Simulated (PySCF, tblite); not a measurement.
# CH5Al2NO5, a small molecule taken as a stand-in for a surface group (alumina dimer): NMR shifts, core binding energies and electronic excitations, part 2 of 2

tblite 0.8.0 and PySCF 2.14.0. Atoms count from 0, parts from 1.

### Step 5. Core holes by ΔSCF: SCAN, X2C

The job: settings as JSON, then the geometry in Å.

```
{"job": {"kind": "xps", "holes": 5}, "charge": 0, "multiplicity": 1}
O      1.842691    -2.006286     0.014330
Al     1.189132    -0.540795    -0.558200
O      2.000324     0.264513    -1.817624
O      0.633227     0.523452     0.858734
Al    -1.186532     0.371181     0.684063
O     -2.052940    -0.370122     1.936884
C     -1.943167     2.040968     0.049323
N     -2.364922     3.041286    -0.362296
O     -0.654515    -0.655798    -0.740063
H      2.641565    -2.386403    -0.352797
H      1.753032     1.093817    -2.226024
H      1.160683     0.939110     1.543689
H     -1.857186    -1.196412     2.378275
H     -1.168116    -1.133479    -1.394587
```

Level: delta-SCF UKS SCAN, pcX-2 on the ionised atom, pcseg-1 elsewhere, spin-free X2C.

Log:

```text
ground state, core basis on atom 0 (O), 190 functions
  cycle   1  E = -957.59133630  |g| = 1.58e+00
  cycle   2  E = -956.42529073  |g| = 2.88e+00
  cycle   3  E = -958.01637997  |g| = 3.94e-01
  cycle   4  E = -958.03719971  |g| = 2.41e-01
  cycle   5  E = -958.04668206  |g| = 1.28e-01
  cycle   6  E = -958.05022834  |g| = 2.16e-02
  cycle   7  E = -958.05031183  |g| = 6.60e-03
  cycle   8  E = -958.05032205  |g| = 2.00e-03
  cycle   9  E = -958.05032299  |g| = 9.81e-04
  cycle  10  E = -958.05032337  |g| = 1.55e-04
  E(ground) = -958.13331979 Eh
hole in O 1s of atom 0
  cycle   1  E = -937.47125007  |g| = 2.22e+00
  cycle   2  E = -935.04669075  |g| = 2.49e+00
  cycle   3  E = -935.06281146  |g| = 1.70e+00
  cycle   4  E = -937.99356275  |g| = 8.45e-01
  cycle   5  E = -938.24479905  |g| = 2.47e-01
  cycle   6  E = -938.24211101  |g| = 2.68e-01
  cycle   7  E = -938.26900709  |g| = 1.15e-01
  cycle   8  E = -938.27502404  |g| = 1.39e-02
  cycle   9  E = -938.27510172  |g| = 7.66e-03
  cycle  10  E = -938.27512187  |g| = 2.21e-03
  cycle  11  E = -938.27512638  |g| = 7.10e-04
  cycle  12  E = -938.27512501  |g| = 4.10e-04
  E(ion) = -938.35981547 Eh   <S^2> = 0.7612   hole on atom = 1.000   binding energy = 538.064 eV
ground state, core basis on atom 3 (O), 190 functions
  cycle   1  E = -958.04800459  |g| = 1.20e-01
  cycle   2  E = -958.04542512  |g| = 1.44e-01
  cycle   3  E = -958.04878534  |g| = 4.19e-02
  cycle   4  E = -958.04898675  |g| = 2.25e-02
  cycle   5  E = -958.04910534  |g| = 2.60e-03
  cycle   6  E = -958.04910668  |g| = 8.93e-04
  cycle   7  E = -958.04910384  |g| = 1.25e-04
  E(ground) = -958.13153432 Eh
hole in O 1s of atom 3
  cycle   1  E = -937.38615072  |g| = 2.22e+00
  cycle   2  E = -934.53398852  |g| = 2.68e+00
  cycle   3  E = -935.68765233  |g| = 1.92e+00
  cycle   4  E = -937.99817597  |g| = 6.86e-01
  cycle   5  E = -938.10205594  |g| = 4.88e-01
  cycle   6  E = -938.17307468  |g| = 2.11e-01
  cycle   7  E = -938.19036347  |g| = 8.16e-02
  cycle   8  E = -938.19342428  |g| = 1.61e-02
  cycle   9  E = -938.19349299  |g| = 1.04e-02
  cycle  10  E = -938.19353488  |g| = 1.69e-03
  cycle  11  E = -938.19353695  |g| = 7.19e-04
  cycle  12  E = -938.19353566  |g| = 4.38e-04
  E(ion) = -938.27774999 Eh   <S^2> = 0.7610   hole on atom = 1.000   binding energy = 540.249 eV
ground state, core basis on atom 4 (Al), 201 functions
  cycle   1  E = -958.09853686  |g| = 2.56e-01
  cycle   2  E = -958.09623533  |g| = 1.50e-01
  cycle   3  E = -958.09631311  |g| = 1.40e-01
  cycle   4  E = -958.09935028  |g| = 5.96e-02
  cycle   5  E = -958.10012206  |g| = 1.32e-02
  cycle   6  E = -958.10015707  |g| = 1.47e-03
  cycle   7  E = -958.10015742  |g| = 3.74e-04
  E(ground) = -958.14945963 Eh
hole in Al 2p of atom 4
  cycle   1  E = -954.82451979  |g| = 1.09e+00
  cycle   2  E = -954.62988981  |g| = 1.09e+00
  cycle   3  E = -954.76270400  |g| = 8.34e-01
  cycle   4  E = -955.08049524  |g| = 1.57e-01
  cycle   5  E = -955.08813627  |g| = 8.44e-02
  cycle   6  E = -955.09048493  |g| = 4.06e-02
  cycle   7  E = -955.09114370  |g| = 9.74e-03
  cycle   8  E = -955.09118004  |g| = 3.93e-03
  cycle   9  E = -955.09118532  |g| = 1.04e-03
  cycle  10  E = -955.09118599  |g| = 1.87e-04
  E(ion) = -955.14696505 Eh   <S^2> = 0.7514   hole on atom = 1.004   binding energy = 81.702 eV
  2p3/2 = 81.668 eV   2p1/2 = 82.119 eV
ground state, core basis on atom 5 (O), 190 functions
  cycle   1  E = -958.04996447  |g| = 1.00e-01
  cycle   2  E = -958.04915274  |g| = 8.03e-02
  cycle   3  E = -958.04954304  |g| = 6.36e-02
  cycle   4  E = -958.05015852  |g| = 2.17e-02
  cycle   5  E = -958.05026448  |g| = 1.59e-03
  cycle   6  E = -958.05026426  |g| = 4.22e-04
  E(ground) = -958.13246736 Eh
hole in O 1s of atom 5
  cycle   1  E = -937.46039783  |g| = 2.22e+00
  cycle   2  E = -935.10193015  |g| = 2.57e+00
  cycle   3  E = -937.76913408  |g| = 1.09e+00
  cycle   4  E = -938.16370303  |g| = 5.01e-01
  cycle   5  E = -938.14694525  |g| = 5.07e-01
  cycle   6  E = -938.26242436  |g| = 1.28e-01
  cycle   7  E = -938.26898767  |g| = 3.07e-02
  cycle   8  E = -938.26929925  |g| = 1.34e-02
  cycle   9  E = -938.26936248  |g| = 2.87e-03
  cycle  10  E = -938.26936819  |g| = 8.62e-04
  cycle  11  E = -938.26936835  |g| = 3.99e-04
  E(ion) = -938.35293782 Eh   <S^2> = 0.7615   hole on atom = 1.000   binding energy = 538.228 eV
ground state, core basis on atom 6 (C), 190 functions
  cycle   1  E = -958.02147450  |g| = 9.19e-02
  cycle   2  E = -958.01893050  |g| = 1.37e-01
  cycle   3  E = -958.02231765  |g| = 2.72e-02
  cycle   4  E = -958.02219988  |g| = 3.46e-02
  cycle   5  E = -958.02247816  |g| = 2.16e-03
  cycle   6  E = -958.02247714  |g| = 8.56e-04
  cycle   7  E = -958.02247951  |g| = 1.58e-04
  E(ground) = -958.10996439 Eh
hole in C 1s of atom 6
  cycle   1  E = -946.77703955  |g| = 1.49e+00
  cycle   2  E = -938.84259460  |g| = 2.90e+00
  cycle   3  E = -942.24383780  |g| = 2.15e+00
  cycle   4  E = -946.97511936  |g| = 8.99e-01
  cycle   5  E = -947.20778068  |g| = 4.72e-01
  cycle   6  E = -947.31001056  |g| = 9.84e-02
  cycle   7  E = -947.31530475  |g| = 5.40e-02
  cycle   8  E = -947.31664254  |g| = 3.36e-02
  cycle   9  E = -947.31711298  |g| = 8.26e-03
  cycle  10  E = -947.31716601  |g| = 6.03e-03
  cycle  11  E = -947.31719291  |g| = 3.59e-03
  cycle  12  E = -947.31722545  |g| = 1.88e-03
  cycle  13  E = -947.31723168  |g| = 1.08e-03
  cycle  14  E = -947.31723440  |g| = 8.19e-04
  cycle  15  E = -947.31723530  |g| = 3.74e-04
  E(ion) = -947.40354653 Eh   <S^2> = 0.8307   hole on atom = 1.000   binding energy = 291.336 eV
```

Wall time 41 s (1 thread of Intel Xeon 6975P-C, shared host); peak memory 0.74 GiB.

Binding energies by hole, beside the orbital energy of the ground state; the difference holds orbital relaxation and, for a density functional, its self-interaction error:

| hole | stands for | environment | ΔSCF (eV; 2p as the shell's mean) | −ε (eV) | ⟨S²⟩ |
| --- | --- | --- | --- | --- | --- |
| O1s on O0 | O0 | oxygen bonded to Al, H | 538.06 | 516.0 | 0.761 |
| O1s on O3 | O3, O8 | oxygen bonded to 2 Al, H | 540.25 | 518.3 | 0.761 |
| Al2p on Al4 | Al4 | aluminium bonded to C, 3 O | 81.82 | 71.6 | 0.751 |
| O1s on O5 | O5 | oxygen bonded to Al, H | 538.23 | 516.3 | 0.761 |
| C1s on C6 | C6 | carbon bonded to Al, N | 291.34 | 273.6 | 0.831 |

Each hole run stands for the others of its class of like atoms.

With the spin-orbit splitting: Al4 2p3/2 81.67, 2p1/2 82.12 eV. The table gives each 2p level as the mean over the whole 2p shell (two parts 2p3/2, one part 2p1/2), which differs a little from the single hole in the log.

### Step 6. Excited states and response: CAM-B3LYP/def2-SVPD

Same as in step 5 but for these lines:

```diff
@@ -1,2 +1,2 @@
-{"job": {"kind": "xps", "holes": 5}, "charge": 0, "multiplicity": 1}
+{"job": {"kind": "uv", "xc": "CAM-B3LYP", "basis": "def2-SVPD", "nstates": 6, "ntriplets": 2, "ip": true}, "charge": 0, "multiplicity": 1}
 O      1.842691    -2.006286     0.014330
```

Method: TDDFT CAM-B3LYP/def2-SVPD, vertical, gas phase, core orbitals frozen in the response.

Log:

```text
coarse grid: 13928 points
cycle   1  E = -956.0537813449  dE =  9.885e-01  |g| = 1.445e+00  |ddm| = 8.345e+00
cycle   2  E = -955.7544060033  dE =  2.994e-01  |g| = 1.945e+00  |ddm| = 6.546e+00
cycle   3  E = -956.4508046923  dE = -6.964e-01  |g| = 1.645e-01  |ddm| = 3.153e+00
cycle   4  E = -956.4539126289  dE = -3.108e-03  |g| = 1.123e-01  |ddm| = 2.973e-01
cycle   5  E = -956.4564331681  dE = -2.521e-03  |g| = 2.190e-02  |ddm| = 1.556e-01
cycle   6  E = -956.4565183312  dE = -8.516e-05  |g| = 8.595e-03  |ddm| = 3.442e-02
cycle   7  E = -956.4565322583  dE = -1.393e-05  |g| = 1.160e-03  |ddm| = 1.339e-02
cycle   8  E = -956.4565326261  dE = -3.678e-07  |g| = 3.342e-04  |ddm| = 3.461e-03
final grid: 128880 points
cycle   9  E = -956.6233317984  dE = -3.511e-05  |g| = 2.257e-03  |ddm| = 8.662e-02
cycle  10  E = -956.6233321392  dE = -3.409e-07  |g| = 2.282e-03  |ddm| = 1.087e-02
cycle  11  E = -956.6233330483  dE = -9.091e-07  |g| = 3.284e-04  |ddm| = 2.388e-03
cycle  12  E = -956.6233330719  dE = -2.358e-08  |g| = 1.244e-04  |ddm| = 9.640e-04
cycle  13  E = -956.6233330755  dE = -3.581e-09  |g| = 4.265e-05  |ddm| = 3.427e-04
cycle  14  E = -956.6233330758  dE = -3.383e-10  |g| = 1.451e-05  |ddm| = 9.614e-05
converged SCF energy = -956.6233330758

Static polarisability (au): isotropic 73.969, principal 64.513 72.961 84.434

Singlet excitations
state   eV       nm        f      main configurations
  1   6.9425    178.6   0.00002   H-3->L+1 0.45, H-3->L+4 0.26
  2   7.1339    173.8   0.00028   H->L 0.77, H->L+2 0.10
  3   7.3278    169.2   0.00285   H-2->L+1 0.19, H-3->L+6 0.15, H-3->L+3 0.11
  4   7.4026    167.5   0.00004   H-2->L+6 0.15, H-2->L+2 0.14, H-5->L+6 0.12
  5   7.5372    164.5   0.01958   H-1->L 0.60, H-5->L+2 0.10, H-2->L 0.09
  6   7.6743    161.6   0.13656   H-2->L 0.34, H-1->L+2 0.22, H-5->L 0.20

Triplet excitations (Tamm-Dancoff, eV): 5.7693 6.2800
Vertical electron affinity (delta-SCF) = -0.1443 eV
```

It took 5.8 min on 1 thread of Intel Xeon 6975P-C, shared host; peak memory 1.3 GiB.

Frontier orbitals and where they lie:

| orbital | eV | atoms |
| --- | --- | --- |
| HOMO−3 | -10.97 | N7 46 %, C6 38 %, O5 7 % |
| HOMO−2 | -10.93 | O2 26 %, N7 24 %, C6 20 % |
| HOMO−1 | -10.86 | O5 42 %, O0 20 %, O2 13 % |
| HOMO | -10.51 | O0 47 %, O2 36 %, Al1 5 % |
| LUMO | -0.38 | Al1 36 %, Al4 24 %, O8 7 % |
| LUMO+1 | 0.31 | O3 16 %, O8 16 %, Al4 14 % |
| LUMO+2 | 0.57 | Al4 27 %, Al1 14 %, O5 14 % |

With each of the 6 states as a Gaussian band of 0.4 eV half-width at 1/e, the curve within the window shown has maxima at 161 nm (ε 6,300) L/(mol cm). Beyond the last state computed it falls off for lack of states. The curve at chosen wavelengths:

nm, ε (L/mol/cm) and a bar:
```
      155       3400 ################
      157       4730 #######################
      158       5314 #########################
      160       6118 #############################
      161       6286 ##############################
      163       6118 #############################
      165       5384 ##########################
      166       4875 #######################
      168       3745 ##################
      169       3184 ###############
      171       2174 ##########
      173       1385 #######
      174       1080 #####
      176        629 ###
      177        471 ##
      179        255 #
      181        133 #
      182         95 
      184         47 
      185         33 
      187         16 
      189          8 
      190          5 
      192          2 
      193          2 
      195          1
```

Further results of this job:

| property | computed |
| --- | --- |
| dipole moment (D) | 4.15 |
| polarisability (Å³) | 10.96 |
| HOMO–LUMO gap (eV) | 10.13 |
| −ε(HOMO) (eV) | 10.51 |

### Step 7. What came out

What follows sums up all 2 parts.

| quantity | value |
| --- | --- |
| rotational constants (main isotopes) | 1.84, 0.79, 0.63 GHz |
| $^{13}$C shifts against TMS (PBE0/pcSseg-1) | 130.3 ppm |
| $^{1}$H shifts against TMS (PBE0/pcSseg-1) | 2.04, 2.03, 1.41, 1.05, 0.93 ppm |
| $^{17}$O shifts against H2O (PBE0/pcSseg-1, means over atoms taken as alike) | 37.8, 22.7, 8.3, 4.3 ppm |
| $^{27}$Al shifts against AlH4- (PBE0/pcSseg-1) | -12.6, -18.1 ppm |
| $^{15}$N shifts against NH3 (PBE0/pcSseg-1) | 367.9 ppm |
| O1s binding energies, SCAN/pcX-2 (standing for 4 of 5 atoms) | O3 540.25, O5 538.23, O0 538.06 eV |
| Al2p binding energies, SCAN/pcX-2 (standing for 1 of 2 atoms) | Al4 81.82 eV |
| C1s binding energies, SCAN/pcX-2 | C6 291.34 eV |
| lowest singlet (CAM-B3LYP/def2-SVPD) | 6.94 eV (179 nm), f = 0.000 |
| brightest single state of those computed | state 6, 7.67 eV, f = 0.137 |
| lowest triplet | 5.77 eV |
| vertical electron affinity (ΔSCF) | -0.14 eV (unbound: the value hangs on the basis) |

**Reading.** The start of the PBE0/def2-SVP relaxation was shaken at random by about 0.01 Å, so part of the energy gained, and of the first lengths quoted, undoes that. The optimisation took 19 steps and gained 0.472 eV; among the close pairs (by a distance rule), Al1–Al4 changed most, from 2.692 to 2.832 Å (PBE0/def2-SVP). At PBE0/pcSseg-1: The widest tensor belongs to N7: span 656 ppm, with a paramagnetic part of -441 ppm. At SCAN/pcX-2: O3 (oxygen bonded to 2 Al, H) binds its O1s electron 2.18 eV more tightly than O0 (oxygen bonded to Al, H). Only 4 of the 5 O atoms are covered by sound results. The first singlet state (HOMO−3→LUMO+1 0.45, HOMO−3→LUMO+4 0.26) lies at 6.94 eV and is dark; of the 6 states computed, the strongest absorption comes from state 6 at 7.67 eV (the last computed, so partners may be missing). The lowest triplet lies 1.17 eV below the lowest singlet (triplets in Tamm-Dancoff, singlets in full TDDFT). A capped cluster stands for the solid here, so long-range fields and strain are missing, and bands or shifts of the capping hydrogens have no counterpart in it.
